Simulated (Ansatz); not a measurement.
# C2H7AlSi: a ladder of functionals and wavefunction methods

The task here is to estimate one member of a computed series from the others.

Method: functionals in def2-TZVPP, the program's frozen cores in correlated methods; program: Ansatz 0.2.0, Gaussian basis.

The runs, in order: LDA (SPW92), PBE-D4, revPBE-D4, BLYP-D4, r2SCAN-D4, B97M-V, PBE0-D4, B3LYP-D4, r2SCANh-D4, r2SCAN0-D4, HSE06-D4, BHLYP-D4, CAM-B3LYP-D4, LC-ωPBE, ωB97X-V, ωB97M-V, B2PLYP, PBE-QIDH; CCSD(T)/def2-SVP; CCSD(T)/def2-TZVPP; MP2/def2-QZVPP; extrapolation to the limit; RPA on PBE.

**Structure used throughout**

An earlier PBE0-D4 in a triple-zeta def2 set relaxation fixed the geometry.

SMILES `[CH2]1C[SiH2][AlH]1`, 11 atoms, charge 0, spin multiplicity 1.

Atoms are counted from 1 here; the program's logs count them from 0.

Bond lengths: C1–C2 1.554 Å, C1–Al4 1.979 Å, C1–H5 1.093 Å, C1–H6 1.099 Å, C2–Si3 1.920 Å, C2–H7 1.096 Å, C2–H8 1.094 Å, Si3–Al4 2.424 Å, Si3–H9 1.492 Å, Si3–H10 1.495 Å, Al4–H11 1.593 Å. Angles: C2–C1–Al4 96.9°, C2–C1–H5 114.0°, C2–C1–H6 109.7°, Al4–C1–H5 122.2°, Al4–C1–H6 107.2°, H5–C1–H6 106.2°, C1–C2–Si3 104.4°, C1–C2–H7 109.9°, C1–C2–H8 113.6°, Si3–C2–H7 107.0°, Si3–C2–H8 114.9°, H7–C2–H8 106.8°, C2–Si3–Al4 74.5°, C2–Si3–H9 115.5°, C2–Si3–H10 110.7°, Al4–Si3–H9 129.9°, Al4–Si3–H10 114.6°, H9–Si3–H10 107.1° and more.

Geometry (Å):

```tsv
atom	x (Å)	y (Å)	z (Å)
C1	-1.0473	0.6138	-0.2845
C2	0.4514	0.5719	-0.6943
Si3	1.2679	-0.5912	0.5971
Al4	-1.0932	-1.1405	0.6299
H5	-1.7251	0.8614	-1.1051
H6	-1.1997	1.3849	0.4831
H7	0.5576	0.0903	-1.6728
H8	0.9106	1.5615	-0.7779
H9	2.4287	-1.3863	0.1015
H10	1.7419	0.1857	1.7828
H11	-2.2275	-2.2085	0.9609
```

Set-up of the first run:

Contents of in.yaml:

```yaml
crystal:
  periodic: [false, false, false]
  atoms:
    - {symbol: C, position_ang: [-1.047340, 0.613770, -0.284484]}
    - {symbol: C, position_ang: [0.451382, 0.571916, -0.694336]}
    - {symbol: Si, position_ang: [1.267946, -0.591158, 0.597129]}
    - {symbol: Al, position_ang: [-1.093179, -1.140494, 0.629880]}
    - {symbol: H, position_ang: [-1.725099, 0.861424, -1.105085]}
    - {symbol: H, position_ang: [-1.199745, 1.384937, 0.483142]}
    - {symbol: H, position_ang: [0.557552, 0.090327, -1.672767]}
    - {symbol: H, position_ang: [0.910595, 1.561476, -0.777913]}
    - {symbol: H, position_ang: [2.428682, -1.386324, 0.101547]}
    - {symbol: H, position_ang: [1.741916, 0.185682, 1.782809]}
    - {symbol: H, position_ang: [-2.227511, -2.208455, 0.960877]}
basis:
  gaussian: {orbitals: def2-TZVPP}
hamiltonian: {xc: lda}
output: {orbitals: {seedname: orbitals}}
```

The run is started by

```bash
> ansatz run in.yaml --threads 2 --pin off --events-out ev --progress --plain --max-ram 4352MiB
```

Steps of the session up to this table: LDA; PBE-D4 (GGA); revPBE-D4 (GGA); BLYP-D4 (GGA); r2SCAN-D4 (meta-GGA); B97M-V (meta-GGA); B3LYP-D4 (hybrid); r2SCANh-D4 (hybrid); r2SCAN0-D4 (hybrid); HSE06-D4 (hybrid); BHLYP-D4 (hybrid); CAM-B3LYP-D4 (range-separated); LC-ωPBE (range-separated); ωB97X-V (range-separated); ωB97M-V (range-separated); B2PLYP (double hybrid); PBE-QIDH (double hybrid).

One of the session's tables, all rows but one given; the rest of the session is left out.

It belongs to the step «Frontier levels by functional». 

```
  functional  HOMO (eV)  LUMO (eV)  gap (eV)
 LDA (SPW92)      -5.79      -2.70      3.09
      PBE-D4      -5.70      -2.50      3.20
   revPBE-D4      -5.65      -2.40      3.25
     BLYP-D4      -5.55      -2.36      3.20
   r2SCAN-D4      -5.91      -2.25      3.66
      B97M-V      -5.95      -2.43      3.52
     PBE0-D4      -6.71      -1.73      4.98
    B3LYP-D4      -6.53      -1.92      4.61
  r2SCANh-D4      -6.28      -1.99      4.29
  r2SCAN0-D4      -6.85      -1.60      5.25
    HSE06-D4      -6.32      -2.10      4.22
    BHLYP-D4      -7.63      -0.93      6.70
CAM-B3LYP-D4      -7.95      -0.76      7.19
     LC-ωPBE      -9.23       0.29      9.52
     ωB97X-V      -8.92       0.17      9.09
     ωB97M-V          ?          ?         ?
```

Q: Estimate the row for ωB97M-V from the others.

The run gave: HOMO (eV): -8.69; LUMO (eV): -0.11; gap (eV): 8.59. In the column «HOMO (eV)» it lies between ωB97X-V (-8.92) and CAM-B3LYP-D4 (-7.95).
